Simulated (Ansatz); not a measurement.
# CH₁₁GaGe₂Si: small, medium and large basis sets

One table from this session's results is given with a row withheld; the runs are named, their logs left out.

The runs use Ansatz 0.2.0, Gaussian basis; one geometry, several basis sets.

The runs, in order: PBE0-D4/def2-SVP; ωB97M-V/def2-SVP; PBE0-D4/def2-QZVPP; ωB97M-V/def2-QZVPP; the functionals' def2-TZVPP values are taken from earlier runs.

## The geometry

An earlier PBE0-D4 in a triple-zeta def2 set relaxation fixed the geometry.

SMILES `C[SiH]([GaH2])[GeH2][GeH3]`, 16 atoms, charge 0, spin multiplicity 1.

Atoms are counted from 1 here; the program's logs count them from 0.

Bond lengths: C1–Si2 1.885 Å, C1–H6 1.092 Å, C1–H7 1.092 Å, C1–H8 1.092 Å, Si2–Ga3 2.402 Å, Si2–Ge4 2.390 Å, Si2–H9 1.494 Å, Ga3–H10 1.575 Å, Ga3–H11 1.573 Å, Ge4–Ge5 2.425 Å, Ge4–H12 1.544 Å, Ge4–H13 1.541 Å, Ge5–H14 1.539 Å, Ge5–H15 1.538 Å, Ge5–H16 1.538 Å. Angles: Si2–C1–H6 110.5°, Si2–C1–H7 111.0°, Si2–C1–H8 110.8°, H6–C1–H7 108.2°, H6–C1–H8 108.0°, H7–C1–H8 108.2°, C1–Si2–Ga3 115.2°, C1–Si2–Ge4 108.8°, C1–Si2–H9 109.7°, Ga3–Si2–Ge4 106.0°, Ga3–Si2–H9 111.1°, Ge4–Si2–H9 105.4°, Si2–Ga3–H10 121.0°, Si2–Ga3–H11 120.9°, H10–Ga3–H11 118.0°, Si2–Ge4–Ge5 110.8°, Si2–Ge4–H12 110.4°, Si2–Ge4–H13 111.1° and more.

The first run:

in.yaml reads:

```yaml
crystal:
  periodic: [false, false, false]
  atoms:
    - {symbol: C, position_ang: [0.462517, 1.729361, -1.033139]}
    - {symbol: Si, position_ang: [0.973851, 0.507579, 0.307507]}
    - {symbol: Ga, position_ang: [3.146844, -0.474756, 0.021946]}
    - {symbol: Ge, position_ang: [-0.575165, -1.311990, 0.323260]}
    - {symbol: Ge, position_ang: [-2.850864, -0.504065, 0.549520]}
    - {symbol: H, position_ang: [0.519947, 1.262786, -2.018891]}
    - {symbol: H, position_ang: [-0.562037, 2.074430, -0.877628]}
    - {symbol: H, position_ang: [1.119433, 2.601952, -1.034457]}
    - {symbol: H, position_ang: [0.845394, 1.149202, 1.650093]}
    - {symbol: H, position_ang: [3.838476, -0.516680, -1.392940]}
    - {symbol: H, position_ang: [3.878854, -1.177467, 1.224110]}
    - {symbol: H, position_ang: [-0.472157, -2.117684, -0.989772]}
    - {symbol: H, position_ang: [-0.269428, -2.289850, 1.474961]}
    - {symbol: H, position_ang: [-3.177718, 0.466707, -0.599423]}
    - {symbol: H, position_ang: [-3.006341, 0.254926, 1.878287]}
    - {symbol: H, position_ang: [-3.871596, -1.654452, 0.516537]}
basis:
  gaussian: {orbitals: def2-SVP}
hamiltonian: {xc: pbe0, dispersion: d4}
output: {orbitals: {seedname: orbitals}}
```

Started as:

```bash
ansatz run in.yaml --threads 2 --pin off --events-out ev --progress --plain --max-ram 32768MiB --backend cpu
```

Among the steps run: PBE0-D4 in def2-SVP; ωB97M-V in def2-SVP; PBE0-D4 in def2-QZVPP; ωB97M-V in def2-QZVPP.

One table of the session follows, with a row left open; its other results are not shown here.

It belongs to the step «Density functionals: the series». 

| functional | basis | HOMO (eV) | LUMO (eV) |
| --- | --- | --- | --- |
| PBE0-D4 | def2-SVP | -7.00 | -2.12 |
| PBE0-D4 | def2-TZVPP | -6.99 | -2.14 |
| PBE0-D4 | def2-QZVPP | -6.99 | -2.16 |
| ωB97M-V | def2-SVP | -8.87 | -0.43 |
| ωB97M-V | def2-TZVPP | -8.89 | -0.49 |
| ωB97M-V | def2-QZVPP | ? | ? |

**Question.** Estimate the row for ωB97M-V, def2-QZVPP.

The run gave: HOMO (eV): -8.88; LUMO (eV): -0.58. In the column «HOMO (eV)» it lies between ωB97M-V, def2-TZVPP (-8.89) and ωB97M-V, def2-SVP (-8.87).
